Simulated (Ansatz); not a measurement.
Geometry optimisation, Ansatz 0.2.0, DFT PBE, scalar-relativistic, plane waves, PAW.

Input:

```yaml
crystal:
  lattice:
    - [-3.249308, -5.627967, 0.0]
    - [4.873962, -2.813983, 0.0]
    - [0.0, 0.0, 5.205709]
  atoms:
    - { symbol: Zn, position: [0.5049333, 0.3326702, 0.4960664] }
    - { symbol: Zn, position: [0.5015244, 0.6648351, -0.0023875] }
    - { symbol: O, position: [0.4975052, 0.3311773, 0.8729861] }
    - { symbol: Zn, position: [0.2442383, 0.8220063, 0.4898466] }
    - { symbol: Zn, position: [0.2539967, 0.1568601, 0.0025891] }
    - { symbol: O, position: [0.2400232, 0.1683432, 0.384505] }
    - { symbol: O, position: [0.2493194, 0.8368672, 0.8786849] }
    - { symbol: Zn, position: [0.0007323, 0.3377129, 0.5013885] }
    - { symbol: Zn, position: [-0.0026604, 0.6700382, -0.00799] }
    - { symbol: O, position: [0.0062243, 0.6596208, 0.3743822] }
    - { symbol: O, position: [-0.0009774, 0.3266489, 0.8824945] }
    - { symbol: Zn, position: [0.7605673, 0.8410785, 0.5038347] }
    - { symbol: Zn, position: [0.7525506, 0.1674404, -0.0006492] }
    - { symbol: O, position: [0.746264, 0.171653, 0.37247] }
    - { symbol: F, position: [0.7505551, 0.8332601, 0.8839869] }
total_charge: 1
basis:
  ecutwfc: 420.0
kpoints:
  mp_grid: { grid: [2, 2, 2] }
hamiltonian:
  xc: pbe
  pseudopotentials: { kind: paw, azcp: { folder: soft_1 } }
scf:
  occupations: { method: fermi_dirac, width: 0.02 }
  lower_state_search: "off"
relax:
  f_tol: 0.03
  max_steps: 60
  adjacent_minimum: "off"
output:
  write_density: true
  write_potential: true
  elf: true
  volumetric_format: npy
```

Run as:

```bash
$ ansatz run input.yaml --threads 1 --pin off --max-ram 3072MiB --backend cpu --events-out ev --progress --plain --runs-dir out
```

Question: Where does it end, and by what steps?

Answer: It converged. Limits of this set-up: coarse k mesh, charged cell in a uniform background, uncorrected. After 5 steps the energy has fallen by 1.732 eV; Zn12 moved furthest, 0.44 Å. Parted: Zn2–F15 (1.97 → 2.27 Å). Joined: Zn1–Zn2 (3.20 → 2.74 Å), Zn1–Zn12 (3.23 → 2.89 Å), Zn2–Zn4 (3.18 → 2.81 Å), Zn2–Zn12 (3.23 → 2.64 Å).

| step | energy less start (eV) | largest force component (eV/Å) | accepted |
| --- | --- | --- | --- |
| 0 | 0.0000 | 2.398 | yes |
| 1 | -1.0378 | 1.397 | yes |
| 2 | -1.6547 | 0.391 | yes |
| 3 | -1.7089 | 0.323 | yes |
| 4 | -1.7308 | 0.059 | yes |
| 5 | -1.7322 | 0.020 | yes |

```xyz
15
Lattice="-3.2493 -5.6280 0.0000 4.8740 -2.8140 0.0000 0.0000 0.0000 5.2057" Properties=species:S:1:pos:R:3
Zn 0.133 -3.847 2.563
Zn 1.614 -4.544 0.371
O 0.084 -3.801 4.549
Zn 3.195 -3.816 2.576
Zn -0.036 -1.898 -0.029
O -0.026 -1.934 1.972
O 3.170 -3.819 4.566
Zn 1.577 -0.912 2.561
Zn 3.110 -1.967 0.007
O 3.276 -1.868 1.978
O 1.593 -0.934 4.552
Zn 1.617 -6.318 2.331
Zn -1.479 -4.753 0.021
O -1.653 -4.617 1.980
F 1.615 -6.551 4.524
```

Run time: 65 s on 1 thread of Arm Neoverse V1, on a shared host, peak memory 0.48 GiB.
